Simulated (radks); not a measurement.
# Ionisation energy and size from Lu to Hg

One table from this session's results is given with a row withheld; the runs are named, their logs left out.

The numbers are computed with radks (a radial shooting solver on a logarithmic mesh, Libxc functionals) version 1 (Dirac Kohn-Sham, PBE, spin-unpolarised, spherical densities, finite nucleus; open shells fill j = l - 1/2 first), except any that are marked as measured or tabulated.

## The atom as given

* species: Lu, Hf, Ta, W, Re, Os, Ir, Pt, Au, Hg
* runs: 20, each species and its next ion

The first run:

Input:

```text
Z 71
configuration [Xe] 4f14 5d1 6s2
relativity Dirac
functional pbe,pbe
spin unpolarised
j_filling energy
nucleus finite rms 5.37 fm
c 137.035999084
```

Steps of the session up to this table: Lu, [Xe] 4f14 5d1 6s2; Lu⁺, [Xe] 4f14 6s2; Hf, [Xe] 4f14 5d2 6s2; Hf⁺, [Xe] 4f14 5d1 6s2; Ta, [Xe] 4f14 5d3 6s2; Ta⁺, [Xe] 4f14 5d3 6s1; W, [Xe] 4f14 5d4 6s2; W⁺, [Xe] 4f14 5d4 6s1; Re, [Xe] 4f14 5d5 6s2; Re⁺, [Xe] 4f14 5d5 6s1; Os, [Xe] 4f14 5d6 6s2; Os⁺, [Xe] 4f14 5d6 6s1; Ir, [Xe] 4f14 5d7 6s2; Ir⁺, [Xe] 4f14 5d7 6s1; Pt, [Xe] 4f14 5d9 6s1; Pt⁺, [Xe] 4f14 5d9; Au, [Xe] 4f14 5d10 6s1; Au⁺, [Xe] 4f14 5d10; Hg, [Hg]; Hg⁺, [Xe] 4f14 5d10 6s1.

One of the session's tables, all rows but one given; the rest of the session is left out.

```
species  Δ-SCF (eV)  −ε(HOMO) (eV)  its <r> (bohr)
     Lu       5.449          1.867            3.66
     Hf       6.697          2.821            3.47
     Ta       8.368          3.740            3.32
      W       8.763          4.648            3.20
     Re       9.157          4.808            3.09
     Os       9.510          5.675            2.99
     Ir       9.833          6.292            2.91
     Pt       9.187          5.603            2.94
     Au       9.420          5.775            2.87
     Hg           ?              ?               ?
```

**Question.** Estimate the row for Hg.

The run gave: Δ-SCF (eV): 10.694; −ε(HOMO) (eV): 6.823; its <r> (bohr): 2.70. In the column «Δ-SCF (eV)» it is the highest.

Caveats from the session: For Lu, Hf, Ta, W, Re, Os, Pt the highest level isn't the widest one, so −ε(HOMO) and <r> belong to different orbitals, and Δ-SCF follows the ion's typed configuration. Spin polarisation and multiplet splitting are left out, so open shells lie too high by an amount that depends on their filling.
